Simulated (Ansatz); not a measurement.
Run this with Ansatz 0.2.0, Python API and show what comes out.

`ga3se.py`
```python
"""Start a denser mesh for Ga3Se from a saved density."""

import ansatz as az

cell = (
    az.Lattice.of((4.43246, 0.0, 0.0), (0.0, 4.43246, 0.0), (0.0, 0.0, 4.43246))
    .atom("Ga", (0.0, 0.5, 0.5))
    .atom("Ga", (0.5, 0.0, 0.5))
    .atom("Ga", (0.5, 0.5, 0.0))
    .atom("Se", (0.0, 0.0, 0.0))
)

calc = cell.calculation()
calc = calc.scf(max_iterations=150).pseudopotentials("nc")
calc = calc.occupations(az.OccupationsMethod.FERMI_DIRAC, width=100 * az.meV)
calc = calc.accuracy("low").mixing("broyden", preconditioner="kerker")
calc = calc.functional("rpbe")
coarse = calc.kpoints(*(3, 3, 3)).checkpoint(write="ga3se.run").run().report
warm = calc.kpoints(*(5, 5, 5)).checkpoint(read="ga3se.run").run().report
cold = calc.kpoints(*(5, 5, 5)).run().report
for label, data in (("coarse", coarse), ("fine, from the saved density", warm), ("fine, fresh start", cold)):
    print(f"{label:30s} F = {data['free_energy_ev']:.5f} eV  iterations {data['n_iterations']}")
```

Running `python ga3se.py` prints:
```text
DeckWarning: basis.ecutwfc = 1170.089609 eV, auto-derived from the records' recommended cutoffs: set by Se (normal level)
coarse                         F = -9548.43671 eV  iterations 10
fine, from the saved density   F = -9548.63954 eV  iterations 7
fine, fresh start              F = -9548.63954 eV  iterations 10
```
(Warnings from the package without file and line, repeats left out.)

What to keep in mind:
- These settings explore the input space; cutoff and mesh may be short of convergence.
- Such functionals run on norm-conserving files made under PBE, which can move pressures by some GPa.
- For a metal this k-point mesh is coarse: on a finer one energies can move by several to tens of meV an atom and pressures by half a GPa or more, differences at one mesh by less.
- This cell is a computed structure, which may not be the phase found in nature.
- It ran for 18 s on 1 thread of Arm Neoverse V2, with other jobs on the host, peak memory 0.45 GiB.

(Lines on the test bed's own set-up are left out of the output.)
